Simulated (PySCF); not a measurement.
**SiAs⁻: basis, grid and Hamiltonian**

Aim: see how much the energy and properties of SiAs⁻ depend on the numerical set-up.

Method: each script names its method and basis; program: PySCF 2.14.0.

3 further runs of the same task are left out: 3 that didn't finish.

### Step 1. Starting geometry

SiAs⁻: 2 atoms, charge -1, spin multiplicity 1.

Bond lengths: Si1–As2 2.510 Å.

### Step 2. The base run

Input file input.py:

```python
from pyscf import gto, dft

mol = gto.M(
    atom='Si 0 0 0; As 0 0 2.51',
    basis='sbkjc',
    ecp={'Si': 'sbkjc', 'As': 'sbkjc'},
    charge=-1,
    spin=0,
    verbose=4,
)
mf = dft.RKS(mol, xc='x3lyp')
mf.kernel()
g = mf.nuc_grad_method()
g.grid_response = True
g.kernel()
mf.dip_moment()
print('orbital energies (hartree):', mf.mo_energy[..., max(0, mol.nelec[1]-3):mol.nelec[0]+3].round(4))
```

Command:

```
$ python input.py
```

The log of this run is left out.

It gives: E(SCF) = -10.058916 Eh, 10 cycles, gradient on the second atom 0.0630 Eh/bohr.

The bond length is a typed value, not an optimised one. The dipole of an ion depends on the origin.

### Step 3. 6-31g (core potential off)

Edit 1 changes basis set: sbkjc → 6-31g; core potential: on → off. The core potential changes with it: totals don't compare.

Input file input.py:

```python
from pyscf import gto, dft

mol = gto.M(
    atom='Si 0 0 0; As 0 0 2.51',
    basis='6-31g',
    charge=-1,
    spin=0,
    verbose=4,
)
mf = dft.RKS(mol, xc='x3lyp')
mf.kernel()
g = mf.nuc_grad_method()
g.grid_response = True
g.kernel()
mf.dip_moment()
print('orbital energies (hartree):', mf.mo_energy[..., max(0, mol.nelec[1]-3):mol.nelec[0]+3].round(4))
```

Command:

```
$ python input.py
```

### Step 4. Density fitting weigend

Edit 2 changes density fitting: none → weigend.

Changes to input.py since step 2:

```diff
@@ -11,2 +11,3 @@
 mf = dft.RKS(mol, xc='x3lyp')
+mf = mf.density_fit(auxbasis='weigend')
 mf.kernel()
```

### Step 5. Integration grid (50, 194)

Edit 3 changes integration grid: default → (50, 194).

Changes to input.py since step 2:

```diff
@@ -11,2 +11,3 @@
 mf = dft.RKS(mol, xc='x3lyp')
+mf.grids.atom_grid = (50, 194)
 mf.kernel()
```

Q: Predict the outcome of this session. Wanted: for each run, E(SCF); from base; gap.

As calculated:

| run | E(SCF) (hartree) | from base (eV) | cycles | gap (eV) | functions |
| --- | --- | --- | --- | --- | --- |
| base | -10.058916 | 0 | 10 | 3.03 | 16 |
| 6-31g (core potential off) | -2524.892619 | not comparable | 12 | 3.06 | 40 |
| density fitting weigend | -10.058745 | +0.0046 | 10 | 3.03 | 16 |
| integration grid (50, 194) | -10.058926 | -0.0003 | 10 | 3.03 | 16 |

What this shows: The largest comparable shift of the SCF energy, +0.005 eV, comes with the run “density fitting weigend”.
